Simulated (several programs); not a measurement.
ScAlN2 (ordering on rocksalt) from semi-empirical methods to plane-wave DFT

ScAlN2 as one 4-atom ordering (P4/mmm) on the rocksalt lattice, relaxed with r2SCAN in Ansatz, was computed with several methods. It is tetragonal, P4/mmm (No. 123); a = 3.045 Å, c = 4.319 Å in the conventional setting, 10.01 Å³ an atom. Around Sc lie 6 N at 2.15–2.16 Å; around N lie 4 Al at 2.15 Å and 2 Sc at 2.16 Å; around Al lie 6 N at 2.15–2.16 Å; around N lie 4 Sc at 2.15 Å and 2 Al at 2.16 Å. No spin polarisation and no zero-point or thermal motion; the cell was built from a prototype and may be hypothetical.

Space group P4/mmm (No. 123). a = 3.045 Å, b = 3.045 Å, c = 4.319 Å, α = 90.00°, β = 90.00°, γ = 90.00°

| atom | site | symmetry | x | y | z |
| --- | --- | --- | --- | --- | --- |
| Sc | 1a | 4/mmm | 0.0000 | 0.0000 | 0.0000 |
| N | 1b | 4/mmm | 0.0000 | 0.0000 | 0.5000 |
| Al | 1d | 4/mmm | 0.5000 | 0.5000 | 0.5000 |
| N | 1c | 4/mmm | 0.5000 | 0.5000 | 0.0000 |

Gaps and times are for a single point on this cell; volume and bulk modulus come from each method's own relaxation or energy curve at fixed shape, which is too stiff where a cell has free coordinates or axes. Times are rough, from shared hosts (Arm Neoverse V1), and each method has its own mesh and cell size. A dagger marks a closed or tiny gap in a crystal that DFT finds insulating: a failure of the method or a wrong SCF state. A double dagger marks a value from a curve with shape and coordinates held. PM6 (MOPAC), PM7 (MOPAC), GFN1-xTB (tblite) treat a cluster of cells at its zone centre, which samples few k points: where these miss a band edge, the gap comes out too large for that reason alone. Gaps from k meshes are read at a limited set of points (mesh, symmetry points, PBE's band edges), so each method's own least gap may be somewhat smaller. xTB and the PM methods were fitted mostly to molecules, and can miss a solid's gap by electronvolts. Minimal bases can be far off for gaps. Times of the plane-wave ladder aren't listed, since it ran on unlike processors and cards. GLLB-SC's gap includes the derivative discontinuity. G0W0 is at finite bands, cutoff and mesh. d marks a direct gap, i an indirect one (no mark: not told apart), a dash a value that wasn't computed or didn't pass its checks.

| method | kind | gap (eV) | own volume (Å³/atom) | bulk modulus (GPa) | atoms computed | processor time |
| --- | --- | --- | --- | --- | --- | --- |
| light PBE (260 eV and a coarse mesh) | light plane-wave | 0.59 d | – | – | 4 | 0.89 s |
| PBE | semilocal | 0.71 d | 10.17 | 213‡ | 4 | – |
| r2SCAN | semilocal | 1.13 d | 10.01 | 232‡ | 4 | – |
| GFN1-xTB (tblite) | tight binding | 0.00† | – | – | cluster | 9.9 s |
| PBE/SZV (CP2K) | small basis | overlap 0.02† | 10.31‡ | 213‡ | 4 | 16 s |
| PM7 (MOPAC) | semi-empirical | 7.12 | – | – | cluster | 25 s |
| PBE/DZVP (CP2K) | small basis | 0.67 d | 10.18‡ | 212‡ | 4 | 38 s |
| GLLB-SC (GPAW) | model potential | 2.03 | – | – | 4 | 41 s |
| PM6 (MOPAC) | semi-empirical | 3.39 | – | – | cluster | 46 s |
| G0W0@r2SCAN (140 eV screening cutoff) | many-body | 1.85 | – | – | 4 | – |
| PBE/single zeta (GPAW) | small basis | 0.67 d | – | – | 4 | 77 s |
| PBE0 | hybrid | 2.53 d | – | – | 4 | – |
| HSE06 | hybrid | 1.84 d | – | – | 4 | – |
| G0W0@HSE06 (140 eV screening cutoff) | many-body | 2.15 | – | – | 4 | – |
| G0W0@PBE (210 eV screening cutoff) | many-body | 1.69 | – | – | 4 | – |

Against HSE06 (1.84 eV) and with closed or daggered gaps left aside, the nearest gap at the points sampled is that of G0W0@r2SCAN (140 eV screening cutoff) (+0.01 eV) and the farthest that of PM7 (MOPAC) (+5.28 eV). HSE06 is only a yardstick of convenience, and nearness to it can be luck.

Volumes against r2SCAN's: PBE +1.6 %.

Runs without a result: GFN2-xTB (tblite) (single point).
